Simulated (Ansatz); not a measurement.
# B2PLYP/aug-cc-pVTZ run of CO (carbon monoxide)

Aim: the electronic atomisation energy of CO (carbon monoxide) at B2PLYP/aug-cc-pVTZ, from 3 runs. 

The calculation is run with Ansatz 0.2.0.

38 further runs of the same task are left out: 38 set aside as unsound or not needed.

## Step 1: The structure to begin with

The species is CO (2 atoms), meant as a singlet with charge 0. As SMILES, `[C-]#[O+]`. The coordinates come from a PBE0-D4/def2-TZVP relaxation.

Bond lengths: C1–O2 1.123 Å.

## Step 2: The energy at B2PLYP/aug-cc-pVTZ

input.yaml reads:

```yaml
crystal:
  periodic: [false, false, false]
  atoms:
    - symbol: C
      position_ang: [0.479900, -0.155100, 0.247200]
    - symbol: O
      position_ang: [-0.479900, 0.155100, -0.247200]
basis:
  gaussian:
    orbitals: aug-cc-pVTZ
magnetization:
  spin_polarized: false
hamiltonian:
  xc: {name: B2PLYP}
correlation:
  frozen_orbitals: {C: 1, O: 1}
accuracy: high
output: {orbitals: {seedname: orbitals}}
```

On the command line:

```bash
$ ansatz run input.yaml --threads 1 --pin off --max-ram 3480MiB --events-out events.jsonl --progress --plain --runs-dir runs
```

The log of the run:

```text
Warning: RAYON_NUM_THREADS=1 ignored (pool sized by the plan → 1); use --threads N
Functional definition: B2PLYP
  name "B2PLYP"
  parameter a = 0.53
  parameter c = 0.27
  exchange = (1 - a)*b88_x + a*exact_x
  correlation = (1 - c)*lyp_c + c*(mp2_os + mp2_ss)
1246 factors; integrals over basis functions are off by at most 3.0e-9 eV
mean field evaluation 1: about -3077.9315 eV, gradient 3.2e1 eV
mean field evaluation 2: about -3077.9317 eV, gradient 3.2e1 eV
mean field evaluation 4: about -3079.4078 eV, gradient 4.1e0 eV
mean field evaluation 8: about -3079.4408 eV, gradient 7.7e-3 eV
mean field evaluation 16: about -3079.4408 eV, gradient 6.9e-7 eV
mean field -3079.44075543 eV, -113.1673604420 hartree, gradient 4.9e-9 eV, S^2 0.000000; 0 other end points of the search recorded, 0 dependent functions left out
2 core orbitals not correlated: weight in the atoms' cores, before any rotation towards them, 1.000 or more for the frozen orbitals, at most 0.000 for the correlated occupied ones
reference -3079.44077374 eV, -113.1673611150 hartree; 5, 5 occupied and 85, 85 virtual orbitals, 1246 factors
second order -12.06098890 eV of doubles, -0.00000000 eV of singles
Total energy: -3082.69724074 eV, -113.2870340700 hartree
```

It took 2.5 s on 1 thread of Arm Neoverse V2, shared host; peak memory 0.16 GiB.

## Step 3: The C atom at the same level

molecule.yaml reads:

```yaml
crystal:
  periodic: [false, false, false]
  atoms:
    - {symbol: C, position_ang: [0.000000, 0.000000, 0.000000]}
basis:
  gaussian:
    orbitals: aug-cc-pVTZ
magnetization:
  spin_polarized: true
  initial_magnetization: 2
hamiltonian:
  xc: {name: B2PLYP}
correlation:
  frozen_orbitals: {C: 1}
accuracy: high
```

Run the same way, it converges to -37.82696 Eh (log not shown).

## Step 4: The O atom

input.yaml reads:

```yaml
crystal:
  periodic: [false, false, false]
  atoms:
    - {symbol: O, position_ang: [0.000000, 0.000000, 0.000000]}
basis:
  gaussian: {orbitals: aug-cc-pVTZ}
magnetization: {spin_polarized: true, initial_magnetization: 2}
hamiltonian: {xc: {name: B2PLYP}}
correlation: {frozen_orbitals: {O: 1}}
accuracy: high
```

Run the same way, it converges to -75.05100 Eh (log not shown).

## Step 5: What came out

Level: B2PLYP/aug-cc-pVTZ, 2 core orbitals frozen.

| quantity | value |
| --- | --- |
| molecule: total energy | -113.28703 Eh |
| molecule: HOMO energy (SCF part's orbitals) | -12.42 eV |
| molecule: LUMO energy (SCF part's orbitals) | 0.62 eV |
| molecule: HOMO–LUMO gap (SCF part's orbitals) | 13.04 eV |
| C atom: total energy | -37.82696 Eh |
| C atom: ⟨S²⟩ | 2.006 |
| O atom: total energy | -75.05100 Eh |
| O atom: ⟨S²⟩ | 2.006 |
| electronic atomisation energy | 11.131 eV |

**Reading.** Taking the molecule apart into free atoms costs 11.13 eV (257 kcal/mol), before zero-point energy and without spin-orbit coupling.
